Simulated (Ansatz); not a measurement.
# C2H6ClNOSi2: the cost of one run

Program: Ansatz 0.2.0. Level of theory: RKS PBE0-D4/def2-SVP. These are calculated values, not measurements.

## (1) The system as given

Bond lengths: C1–C2 1.228 Å, C2–N3 1.461 Å, N3–Si4 1.682 Å, Si4–O5 1.724 Å, N3–Si6 1.716 Å, Si6–Cl7 2.079 Å, C1–H8 1.017 Å, Si4–H9 1.455 Å, Si4–H10 1.471 Å, O5–H11 0.942 Å, Si6–H12 1.463 Å, Si6–H13 1.486 Å. Angles (14 of 18 angles, heavy atoms first): C1–C2–N3 179.1°, C2–N3–Si4 116.8°, C2–N3–Si6 114.7°, Si4–N3–Si6 107.8°, N3–Si4–O5 100.8°, N3–Si6–Cl7 113.9°, C2–C1–H8 175.1°, N3–Si4–H9 115.8°, N3–Si4–H10 113.4°, O5–Si4–H9 107.6°, O5–Si4–H10 105.6°, Si4–O5–H11 116.5°, N3–Si6–H12 108.1°, N3–Si6–H13 110.9°.

Structure file:

```xyz
13

C    -0.5680   -2.2529   -1.2254
C    -0.4314   -1.1067   -0.8051
N    -0.2487    0.2519   -0.2985
Si   -0.3199    0.4564    1.3699
O    -1.9564    0.0115    1.6811
Si    1.1646    1.0441   -0.8632
Cl    2.9278    0.0319   -0.4288
H    -0.7408   -3.1711   -1.6280
H     0.5324   -0.4264    2.1520
H    -0.2058    1.8606    1.7917
H    -2.4603   -0.2842    0.9418
H     1.0947    1.1134   -2.3232
H     1.2323    2.4367   -0.3496
```

## (2) Relaxing end A

Input file input.yaml:

```yaml
crystal:
  periodic: [false, false, false]
  atoms:
    - { symbol: C, position_ang: [-0.568, -2.2529, -1.2254] }
    - { symbol: C, position_ang: [-0.4314, -1.1067, -0.8051] }
    - { symbol: "N", position_ang: [-0.2487, 0.2519, -0.2985] }
    - { symbol: Si, position_ang: [-0.3199, 0.4564, 1.3699] }
    - { symbol: O, position_ang: [-1.9564, 0.0115, 1.6811] }
    - { symbol: Si, position_ang: [1.1646, 1.0441, -0.8632] }
    - { symbol: Cl, position_ang: [2.9278, 0.0319, -0.4288] }
    - { symbol: H, position_ang: [-0.7408, -3.1711, -1.628] }
    - { symbol: H, position_ang: [0.5324, -0.4264, 2.152] }
    - { symbol: H, position_ang: [-0.2058, 1.8606, 1.7917] }
    - { symbol: H, position_ang: [-2.4603, -0.2842, 0.9418] }
    - { symbol: H, position_ang: [1.0947, 1.1134, -2.3232] }
    - { symbol: H, position_ang: [1.2323, 2.4367, -0.3496] }
basis:
  gaussian: { orbitals: def2-SVP }
hamiltonian:
  xc: pbe0
  dispersion: d4
relax:
  f_tol: 0.015
  max_steps: 40
```

Started as:

```bash
> ansatz run input.yaml --threads 2 --pin off --max-ram 3072MiB --backend cpu --events-out ev --progress --plain --runs-dir out
```

**Question.** How long does this run take on 2 threads of Intel Xeon 6975P-C (Granite Rapids), shared host, and how much memory does it need?

About 63 s, with a peak of 0.41 GiB.
